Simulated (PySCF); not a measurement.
# CaI+: from the state search to spectroscopic constants

What are the lowest state that PBE0 finds, the bond length, vibrational wavenumber and bond energy of CaI+, and how much do these hang on the method?

Computed with PySCF 2.14.0. Level: Ca def2-SVP, I def2-SVP with ECP28, scalar-relativistic core potentials.

## Step 1: The job

Settings of the job:

```yaml
atoms: Ca, I
charge: 1
basis: Ca def2-SVP, I def2-SVP with ECP28
Hamiltonian: scalar-relativistic core potentials
basis_functions: 50
electrons_treated: 44
masses_in_u: 39.9626, 126.9045
levels: PBE0, PBE, r²SCAN, M06, MN15, B97-3, CAM-B3LYP, HF, MP2, SCS-MP2, CCSD, CCSD(T)
grid: 80 radial by 434 angular points
occupations: held fixed by the projection of orbital angular momentum
dissociation_limit: Ca+ + I, each in its ground configuration
starting_distance_in_angstrom: 3.000
values_of_2S_to_try: 0, 2
```

Launch:

```bash
$ OMP_NUM_THREADS=1 python dia.py task.json out
```

After this run come: First curve: PBE0; Excited determinants; PBE (GGA); r²SCAN (meta-GGA); M06; MN15; B97-3; CAM-B3LYP (range-separated hybrid); RHF (mean field); Adding correlation.

Before running it: what results should come out? Wanted: for each run, Re; ωe; De; μ.

**Answer**, as computed:

Lowest PBE0 solution found, without spin–orbit coupling: ¹Σ⁺ (singlet), closed shell. State 2 has its PBE0 minimum 2.80 eV higher. The other levels ran on the lowest alone.

| level | Re (Å) | ωe (cm⁻¹) | De (eV) | μ (D) |
| --- | --- | --- | --- | --- |
| RHF | 2.771 | 278.7 | 2.01 | -16.48 |
| RHF-MP2 | 2.757 | 277.0 | 2.69 | n/a |
| RHF-SCS-MP2 | 2.763 | 275.6 | 2.62 | n/a |
| RHF-CCSD | 2.765 | 274.0 | 2.57 | n/a |
| RHF-CCSD(T) | 2.766 | 272.8 | 2.63 | n/a |
| PBE | 2.693 | 290.2 | 3.49 | -13.49 |
| r²SCAN | 2.697 | 295.4 | 3.52 | -14.32 |
| PBE0 | 2.692 | 294.3 | 3.30 | -14.28 |
| B97-3 | 2.703 | 292.6 | 3.30 | -14.51 |
| M06 | 2.697 | 296.1 | n/a | -14.16 |
| MN15 | 2.694 | 293.1 | 3.27 | -14.55 |
| CAM-B3LYP | 2.693 | 296.8 | 3.10 | -14.49 |

De is counted to Ca+ + I in their ground configurations. A positive dipole points from Ca to I; in an ion it is taken about the centre of mass and does not tell which atom is negative.

Differences from CCSD(T) in the same basis:

| level | Re (mÅ) | ωe (%) |
| --- | --- | --- |
| RHF | +5 | +2.2 |
| RHF-MP2 | -9 | +1.5 |
| RHF-SCS-MP2 | -3 | +1.0 |
| RHF-CCSD | 0 | +0.4 |
| PBE | -73 | +6.4 |
| r²SCAN | -68 | +8.3 |
| PBE0 | -74 | +7.9 |
| B97-3 | -63 | +7.2 |
| M06 | -68 | +8.5 |
| MN15 | -71 | +7.5 |
| CAM-B3LYP | -73 | +8.8 |

**Reading.** Against CCSD(T) in the same basis, the bond length is nearest at RHF-CCSD (0 mÅ) and farthest at PBE0 (-74 mÅ); the wavenumber is nearest at RHF-CCSD (+0.4 %) and farthest at CAM-B3LYP (+8.8 %). CCSD(T) in a basis this small is itself some way from its limit, more so than the functionals. Among the levels with a De in the table, it runs from 2.01 eV (RHF) to 3.52 eV (r²SCAN).

Correlated steps freeze 9 core orbitals. Spin–orbit coupling is left out, which matters for elements this heavy, above all for dissociation energies.
